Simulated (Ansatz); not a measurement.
# CH2AlFSe: how energies converge with the basis set

The task here is to estimate one member of a computed series from the others.

Computed with Ansatz 0.2.0, Gaussian basis. Level: one geometry, several basis sets.

Plan: PBE0-D4/def2-SVP; ωB97M-V/def2-SVP; PBE0-D4/def2-QZVPP; ωB97M-V/def2-QZVPP; the functionals' def2-TZVPP values are taken from earlier runs.

### The relaxed structure

All runs share one geometry, relaxed beforehand with PBE0-D4 in a triple-zeta def2 set.

6 atoms, charge 0, spin multiplicity 1.

Atoms are counted from 1 here; the program's logs count them from 0.

Bond lengths: F1–C2 1.303 Å, C2–Al3 1.967 Å, C2–Se4 1.787 Å, Al3–Se4 2.601 Å, Al3–H5 1.580 Å, Al3–H6 1.580 Å. Angles: F1–C2–Al3 149.8°, F1–C2–Se4 122.6°, Al3–C2–Se4 87.6°, C2–Al3–Se4 43.3°, C2–Al3–H5 116.7°, C2–Al3–H6 116.6°, Se4–Al3–H5 112.8°, Se4–Al3–H6 112.8°, H5–Al3–H6 125.6°, C2–Se4–Al3 49.1°.

Set-up of the first run:

File in.yaml:

```yaml
crystal:
  periodic: [false, false, false]
  atoms:
    - {symbol: F, position_ang: [0.189361, -2.313209, 0.101720]}
    - {symbol: C, position_ang: [-0.117437, -1.056066, -0.053604]}
    - {symbol: Al, position_ang: [0.350038, 0.844700, 0.140389]}
    - {symbol: Se, position_ang: [-1.665154, -0.524914, -0.770936]}
    - {symbol: H, position_ang: [1.229692, 1.479203, -1.008451]}
    - {symbol: H, position_ang: [0.055599, 1.506285, 1.544684]}
basis:
  gaussian: {orbitals: def2-SVP}
hamiltonian: {xc: pbe0, dispersion: d4}
output: {orbitals: {seedname: orbitals}}
```

Run with:

```console
> ansatz run in.yaml --threads 2 --pin off --events-out ev --progress --plain --max-ram 4352MiB
```

Steps of the session up to this table: PBE0-D4 in def2-SVP; ωB97M-V in def2-SVP; PBE0-D4 in def2-QZVPP; ωB97M-V in def2-QZVPP.

One table of the session follows, with a row left open; its other results are not shown here.

It belongs to the step «Functionals by basis». 

```
functional       basis  HOMO (eV)  LUMO (eV)
   PBE0-D4    def2-SVP          ?          ?
   PBE0-D4  def2-TZVPP      -7.72      -2.93
   PBE0-D4  def2-QZVPP      -7.73      -2.95
   ωB97M-V    def2-SVP      -9.77      -0.64
   ωB97M-V  def2-TZVPP      -9.81      -0.76
   ωB97M-V  def2-QZVPP      -9.82      -0.79
```

Estimate the missing values for PBE0-D4, def2-SVP.

The run gave: HOMO (eV): -7.71; LUMO (eV): -2.88. In the column «HOMO (eV)» it is the highest.
